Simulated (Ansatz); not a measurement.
**CH₅AlFNO: small, medium and large basis sets**

How large a basis does CH₅AlFNO need? Two functionals are run in growing sets.

Method: one geometry, several basis sets; program: Ansatz 0.2.0, Gaussian basis.

Levels to be run: PBE0-D4/def2-SVP; ωB97M-V/def2-SVP; PBE0-D4/def2-QZVPP; ωB97M-V/def2-QZVPP; the functionals' def2-TZVPP values are taken from earlier runs.

### 1 The relaxed structure

The geometry comes from an earlier relaxation with PBE0-D4 in a triple-zeta def2 set; it is a stationary point, not always the lowest conformer.

10 atoms, charge 0, spin multiplicity 1.

Atoms are counted from 1 here; the program's logs count them from 0.

Bond lengths: N1–C2 1.321 Å, N1–H6 1.004 Å, N1–H7 1.008 Å, C2–O4 1.236 Å, C2–H8 1.095 Å, F3–Al5 1.694 Å, O4–Al5 1.933 Å, Al5–H9 1.591 Å, Al5–H10 1.591 Å. Angles: C2–N1–H6 120.7°, C2–N1–H7 119.9°, H6–N1–H7 119.4°, N1–C2–O4 122.2°, N1–C2–H8 117.1°, O4–C2–H8 120.7°, C2–O4–Al5 121.5°, F3–Al5–O4 95.1°, F3–Al5–H9 114.1°, F3–Al5–H10 114.1°, O4–Al5–H9 103.3°, O4–Al5–H10 103.3°, H9–Al5–H10 121.6°.

As a file:

```mol
CH5AlFNO
  3D, bonds by distance, orders not assigned

 10  9  0  0  0  0  0  0  0  0999 V2000
   -0.3107   -0.9805    1.8311 N   0  0
   -0.1324   -0.5878    0.5822 C   0  0
    0.1639   -0.4108   -2.1978 F   0  0
    0.0671    0.5955    0.2857 O   0  0
    0.3252    1.1457   -1.5492 Al  0  0
   -0.4712   -1.9481    2.0471 H   0  0
   -0.2860   -0.3048    2.5786 H   0  0
   -0.1681   -1.3592   -0.1937 H   0  0
   -0.9204    2.0967   -1.8237 H   0  0
    1.8157    1.7021   -1.5573 H   0  0
  1  2  8  0
  1  6  8  0
  1  7  8  0
  2  4  8  0
  2  8  8  0
  3  5  8  0
  4  5  8  0
  5  9  8  0
  5 10  8  0
M  END
```

### 2 PBE0-D4 in def2-SVP

in.yaml

```yaml
crystal:
  periodic: [false, false, false]
  atoms:
    - {symbol: N, position_ang: [-0.310669, -0.980469, 1.831056]}
    - {symbol: C, position_ang: [-0.132426, -0.587796, 0.582164]}
    - {symbol: F, position_ang: [0.163892, -0.410780, -2.197831]}
    - {symbol: O, position_ang: [0.067121, 0.595452, 0.285676]}
    - {symbol: Al, position_ang: [0.325204, 1.145665, -1.549198]}
    - {symbol: H, position_ang: [-0.471231, -1.948096, 2.047078]}
    - {symbol: H, position_ang: [-0.285996, -0.304764, 2.578649]}
    - {symbol: H, position_ang: [-0.168130, -1.359220, -0.193679]}
    - {symbol: H, position_ang: [-0.920352, 2.096693, -1.823747]}
    - {symbol: H, position_ang: [1.815686, 1.702114, -1.557267]}
basis:
  gaussian: {orbitals: def2-SVP}
hamiltonian: {xc: pbe0, dispersion: d4}
output: {orbitals: {seedname: orbitals}}
```

The runs that follow: ωB97M-V in def2-SVP; PBE0-D4 in def2-QZVPP; ωB97M-V in def2-QZVPP.

**Question.** What will the summary of the whole plan be? Wanted: PBE0-D4: double and triple zeta above quadruple; ωB97M-V: double and triple zeta above quadruple.

As calculated:

| quantity | value |
| --- | --- |
| PBE0-D4: double and triple zeta above quadruple | 11.73, 0.64 eV |
| ωB97M-V: double and triple zeta above quadruple | 11.95, 0.60 eV |

In words: PBE0-D4 gains 11.10 eV from double to triple zeta, then 0.64 eV more. Total energies overstate the basis error of differences, where much of it tends to cancel. The LUMO of ωB97M-V is positive and keeps falling with the basis (1.34 to 0.67 eV): an unbound level that the basis holds in place.
